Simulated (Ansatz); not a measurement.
**C₃H₉BClNSi: how energies converge with the basis set**

The task here is to estimate one member of a computed series from the others.

Program: Ansatz 0.2.0, Gaussian basis. Level of theory: one geometry, several basis sets. These are calculated values, not measurements.

The runs, in order: PBE0-D4/def2-SVP; ωB97M-V/def2-SVP; PBE0-D4/def2-QZVPP; ωB97M-V/def2-QZVPP; the functionals' def2-TZVPP values are taken from earlier runs.

## The relaxed structure

The geometry comes from an earlier relaxation with PBE0-D4 in a triple-zeta def2 set; it is a stationary point, not always the lowest conformer.

16 atoms, charge 0, spin multiplicity 1.

Atoms are counted from 1 here; the program's logs count them from 0.

Bond lengths: B1–N2 1.403 Å, B1–H8 1.197 Å, B1–H9 1.196 Å, N2–C3 1.460 Å, N2–Si6 1.736 Å, C3–C4 1.496 Å, C3–H10 1.098 Å, C3–H11 1.096 Å, C4–C5 1.323 Å, C4–H12 1.088 Å, C5–H13 1.084 Å, C5–H14 1.083 Å, Si6–Cl7 2.055 Å, Si6–H15 1.474 Å, Si6–H16 1.481 Å. Angles: N2–B1–H8 119.2°, N2–B1–H9 119.1°, H8–B1–H9 121.7°, B1–N2–C3 120.4°, B1–N2–Si6 120.9°, C3–N2–Si6 118.6°, N2–C3–C4 115.0°, N2–C3–H10 109.6°, N2–C3–H11 108.7°, C4–C3–H10 108.8°, C4–C3–H11 108.7°, H10–C3–H11 105.7°, C3–C4–C5 126.5°, C3–C4–H12 114.0°, C5–C4–H12 119.5°, C4–C5–H13 122.0°, C4–C5–H14 120.9°, H13–C5–H14 117.1° and more.

The first run:

File in.yaml:

```yaml
crystal:
  periodic: [false, false, false]
  atoms:
    - {symbol: B, position_ang: [-1.385876, -0.487622, 1.186089]}
    - {symbol: N, position_ang: [-0.362489, -0.680694, 0.246608]}
    - {symbol: C, position_ang: [1.009259, -0.287076, 0.556711]}
    - {symbol: C, position_ang: [1.320004, 1.157539, 0.321971]}
    - {symbol: C, position_ang: [0.471240, 2.089244, -0.080107]}
    - {symbol: Si, position_ang: [-0.686850, -1.429421, -1.285449]}
    - {symbol: Cl, position_ang: [-0.601230, -0.096407, -2.846718]}
    - {symbol: H, position_ang: [-1.112203, -0.044435, 2.264335]}
    - {symbol: H, position_ang: [-2.507962, -0.783123, 0.894381]}
    - {symbol: H, position_ang: [1.709412, -0.898335, -0.027654]}
    - {symbol: H, position_ang: [1.213281, -0.524091, 1.606959]}
    - {symbol: H, position_ang: [2.354488, 1.426265, 0.524735]}
    - {symbol: H, position_ang: [-0.565507, 1.864150, -0.300751]}
    - {symbol: H, position_ang: [0.792388, 3.115173, -0.211783]}
    - {symbol: H, position_ang: [-2.040648, -2.011288, -1.254190]}
    - {symbol: H, position_ang: [0.369892, -2.432579, -1.550937]}
basis:
  gaussian: {orbitals: def2-SVP}
hamiltonian: {xc: pbe0, dispersion: d4}
output: {orbitals: {seedname: orbitals}}
```

Command:

```bash
$ ansatz run in.yaml --threads 8 --pin off --events-out ev --progress --plain --max-ram 18278MiB
```

Steps of the session up to this table: PBE0-D4 in def2-SVP; ωB97M-V in def2-SVP; PBE0-D4 in def2-QZVPP; ωB97M-V in def2-QZVPP.

One of the session's tables, all rows but one given; the rest of the session is left out.

```
functional       basis  HOMO (eV)
   PBE0-D4    def2-SVP      -7.58
   PBE0-D4  def2-TZVPP          ?
   PBE0-D4  def2-QZVPP      -7.64
   ωB97M-V    def2-SVP      -9.84
   ωB97M-V  def2-TZVPP      -9.89
   ωB97M-V  def2-QZVPP      -9.90
```

**Question.** Estimate the row for PBE0-D4, def2-TZVPP.

As computed: HOMO (eV): -7.63. In the column «HOMO (eV)» it lies between PBE0-D4, def2-QZVPP (-7.64) and PBE0-D4, def2-SVP (-7.58).
